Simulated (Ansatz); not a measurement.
# B2As: the cost of one run

Program: Ansatz 0.2.0. Level of theory: DFT PBE, scalar-relativistic, plane waves, PAW. These are calculated values, not measurements.

### 1 Starting point

The structure is tetragonal, space group P4/mbm (No. 127). The conventional cell has a = 5.495 Å, b = 5.495 Å, c = 2.015 Å, α = 90.00°, β = 90.00°, γ = 90.00°. B (site symmetry m2m) has 2 B at 2.01 Å and 2 As at 2.02 Å as nearest neighbours. As (site symmetry 4/m) is surrounded by 2 As at 2.01 Å and 4 B at 2.02 Å.

As a file:

```cif
data_structure
_symmetry_space_group_name_H-M 'P 1'
_symmetry_Int_Tables_number 1
_cell_length_a 5.4947
_cell_length_b 5.4947
_cell_length_c 2.0148
_cell_angle_alpha 90.000
_cell_angle_beta 90.000
_cell_angle_gamma 90.000
_cell_volume 60.83
loop_
_atom_site_label
_atom_site_type_symbol
_atom_site_fract_x
_atom_site_fract_y
_atom_site_fract_z
_atom_site_occupancy
B1 B 0.17680 0.32320 0.00000 1
B2 B 0.32320 0.82320 0.00000 1
B3 B 0.82320 0.67680 0.00000 1
B4 B 0.67680 0.17680 0.00000 1
As1 As 0.00000 0.00000 0.00000 1
As2 As 0.50000 0.50000 0.00000 1
```

The cell is invented: 4-, 6-connected net, elements by coordination (P4/mbm, No. 127). The dimensions are guesses.

### 2 Probe: one point on a coarse mesh

Input file input.yaml:

```yaml
crystal:
  lattice:
    - [5.49468758, 0.0, 0.0]
    - [0.0, 5.49468758, 0.0]
    - [0.0, 0.0, 2.01481674]
  atoms:
    - { symbol: B, position: [0.17679539, 0.32320461, 0.0] }
    - { symbol: B, position: [0.32320461, 0.82320461, 0.0] }
    - { symbol: B, position: [0.82320461, 0.67679539, 0.0] }
    - { symbol: B, position: [0.67679539, 0.17679539, 0.0] }
    - { symbol: As, position: [0.0, 0.0, 0.0] }
    - { symbol: As, position: [0.5, 0.5, 0.0] }
basis:
  ecutwfc: 420
kpoints:
  mp_grid: { grid: [4, 4, 8] }
hamiltonian:
  xc: pbe
scf:
  occupations: { method: gaussian, width: 0.1 }
  lower_state_search: "off"
output:
  forces: true
  stress: true
  eigenvalues: true
```

Launch:

```bash
ansatz run input.yaml --threads 1 --pin off --max-ram 2048MiB --backend cpu --events-out ev --progress --plain --runs-dir out
```

**Question.** How long does this run take on 1 thread of Intel Xeon 6975P-C (Granite Rapids), shared host, and how much memory does it need?

About 1.5 s, with a peak of 0.4 GiB.
